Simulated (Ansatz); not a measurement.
Consider the interaction energy of a dimer with the counterpoise correction of BH4NS, SMILES NBS (Ansatz 0.2.0, Python API).

Script `bh4ns.py`:
```python
# -*- coding: utf-8 -*-
'''Binding of a BH4NS dimer at a trial geometry.'''

import ansatz as az

FIRST = [
    ('N', (-1.0478, 0.3621, -0.4821)),
    ('B', (-0.1115, 0.1242, 0.6283)),
    ('S', (0.8791, -1.4563, 0.6244)),
    ('H', (-0.9566, -0.3654, -1.1856)),
    ('H', (-0.762, 1.2616, -0.9994)),
    ('H', (0.0216, 0.9242, 1.5043)),
    ('H', (1.9769, -0.8505, -0.0901)),
]
SECOND = [
    ('N', (4.1356, -2.1302, 1.4807)),
    ('B', (4.8474, -1.3907, 2.5355)),
    ('S', (4.7445, 0.4718, 2.5309)),
    ('H', (3.5803, -1.4949, 0.9145)),
    ('H', (3.4068, -2.7796, 1.934)),
    ('H', (5.466, -1.9643, 3.3801)),
    ('H', (3.5861, 0.4813, 3.3915)),
]

def energy(atoms, ghosts=()):
    molecule = az.Crystal.molecule()
    for symbol, xyz in atoms:
        molecule = molecule.atom(symbol, xyz)
    calc = (
        molecule.calculation()
        .basis(gaussian='cc-pVDZ')
        .correlation('mp2')
    )
    deck = calc.input()
    if ghosts:
        deck = deck.set(az.key.basis.gaussian.ghost_atoms, [{'symbol': s, 'position_ang': list(xyz)} for s, xyz in ghosts])
    return az.Session.from_dict(deck).plan().execute().report['free_energy_ev']

# ghost atoms carry the functions of the partner
both = energy(FIRST + SECOND)
alone = energy(FIRST) + energy(SECOND)
ghosted = energy(FIRST, SECOND) + energy(SECOND, FIRST)
print(f'dimer {both:.6f} eV')
print(f'interaction, uncorrected   {(both - alone):8.3f} eV')
print(f'interaction, counterpoise  {(both - ghosted):8.3f} eV')
print(f'basis-set superposition    {(alone - ghosted):8.3f} eV')
```

How large is the interaction at this pose, and how much of it is basis-set superposition?

Uncorrected it is -0.051 eV, with the counterpoise correction 0.019 eV; the difference, 0.07 eV, is the superposition error. The sign changes with the correction, so this basis doesn't settle it.

The run itself:

```console
$ python bh4ns.py
dimer -26091.777172 eV
interaction, uncorrected     -0.051 eV
interaction, counterpoise     0.019 eV
basis-set superposition       0.070 eV
```

Notes:
- Total energies depend on the basis set; only differences at equal settings carry meaning.
- The dimer is a generated trial pose of unrelaxed monomers, not a minimum, so the figure is no binding energy, and the basis set is small.
- Wall time of the script: 8.9 s on 1 thread of Arm Neoverse V2, with other jobs on the host, peak memory 0.31 GiB.
